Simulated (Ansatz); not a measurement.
# B3LYP/STO-3G run of CuCl (cuprous chloride)

What is the energy change on altering one bond length of CuCl (cuprous chloride) at B3LYP/STO-3G? 

The results are computed with Ansatz 0.2.0.

87 further runs of the same task are left out: 56 that didn't finish, 31 set aside as unsound or not needed.

## (1) The system as given

CuCl has 2 atoms, charge 0, and is taken as a singlet. SMILES: `[Cl][Cu]`. The coordinates come from a PBE0-D4/def2-TZVP relaxation.

Bond lengths: Cl1–Cu2 2.076 Å.

## (2) A single-point energy at B3LYP/STO-3G

The input, run.yaml:

```yaml
crystal:
  periodic: [false, false, false]
  atoms:
    - {symbol: Cl, position_ang: [0.898300, -0.345200, 0.446400]}
    - {symbol: Cu, position_ang: [-0.868800, 0.285000, -0.442400]}
basis:
  gaussian: {orbitals: STO-3G}
hamiltonian: {xc: {name: B3LYP}}
accuracy: high
```

Command:

```
$ ansatz run run.yaml --threads 1 --pin off --max-ram 2610MiB --events-out events.jsonl --progress --plain --runs-dir runs
```

What it wrote:

```text
Warning: RAYON_NUM_THREADS=1 ignored (pool sized by the plan → 1); use --threads N
Functional definition: B3LYP
  name "B3LYP"
  parameter a0 = 0.2
  parameter ax = 0.72
  parameter ac = 0.81
  exchange = (1 - a0 - ax)*slater_x + ax*b88_x + a0*exact_x
  correlation = (1 - ac)*vwn_rpa_c + ac*lyp_c
371 factors; integrals over basis functions are off by at most 5.1e-9 eV
mean field evaluation 1: about -56197.6437 eV, gradient 7.3e1 eV
mean field evaluation 2: about -56200.6318 eV, gradient 1.6e2 eV
mean field evaluation 4: about -56447.2014 eV, gradient 7.0e1 eV
mean field evaluation 8: about -56447.2728 eV, gradient 7.0e1 eV
mean field evaluation 16: about -56510.7965 eV, gradient 3.5e-2 eV
mean field evaluation 32: about -56501.6834 eV, gradient 9.2e0 eV
mean field evaluation 64: about -56510.7853 eV, gradient 3.2e-1 eV
mean field -56510.80355922 eV, -2076.7337264031 hartree, gradient 3.6e-8 eV, S^2 0.000000; 5 other end points of the search recorded, 0 dependent functions left out
reference -56510.80358434 eV, -2076.7337273262 hartree; 23, 23 occupied and 4, 4 virtual orbitals, 371 factors
Total energy: -56510.80358434 eV, -2076.7337273262 hartree
```

It took 5.4 s on 1 thread of Arm Neoverse V1, shared host; peak memory 0.1 GiB.

## (3) The distorted shape at the same level

The input, in.yaml:

```yaml
crystal:
  periodic: [false, false, false]
  atoms:
    - {symbol: Cl, position_ang: [1.340079, -0.502751, 0.668602]}
    - {symbol: Cu, position_ang: [-0.868800, 0.285000, -0.442400]}
basis:
  gaussian:
    orbitals: STO-3G
hamiltonian:
  xc: {name: B3LYP}
accuracy: high
```

Command:

```
$ ansatz run in.yaml --threads 1 --pin off --max-ram 2610MiB --events-out events.jsonl --progress --plain --runs-dir runs
```

What it wrote (excerpt; [...] marks lines left out):

```text
Warning: RAYON_NUM_THREADS=1 ignored (pool sized by the plan → 1); use --threads N
[... 2 set-up lines as earlier in the session ...]
[...]
358 factors; integrals over basis functions are off by at most 3.9e-8 eV
[...]
mean field -56509.45209326 eV, -2076.6840609448 hartree, gradient 3.8e-8 eV, S^2 0.000000; 8 other end points of the search recorded, 0 dependent functions left out
reference -56509.45211925 eV, -2076.6840619000 hartree; 23, 23 occupied and 4, 4 virtual orbitals, 358 factors
Total energy: -56509.45211925 eV, -2076.6840619000 hartree
```

Wall time 23 s (1 thread of Arm Neoverse V1, shared host); peak memory 0.1 GiB.

## (4) Summary of results

At B3LYP/STO-3G:

```
                                                           quantity           value
                                          first shape: total energy  -2076.73373 Eh
                                      distorted shape: total energy  -2076.68406 Eh
energy change with the Cl1–Cu2 bond stretched from 2.076 to 2.595 Å        1.351 eV
```

What this shows: With the Cl1–Cu2 bond stretched from 2.076 to 2.595 Å the energy rises by 1.35 eV (130 kJ/mol). The first shape isn't relaxed at this level, so the change isn't measured from a minimum. The minimal basis adds a large error of its own.
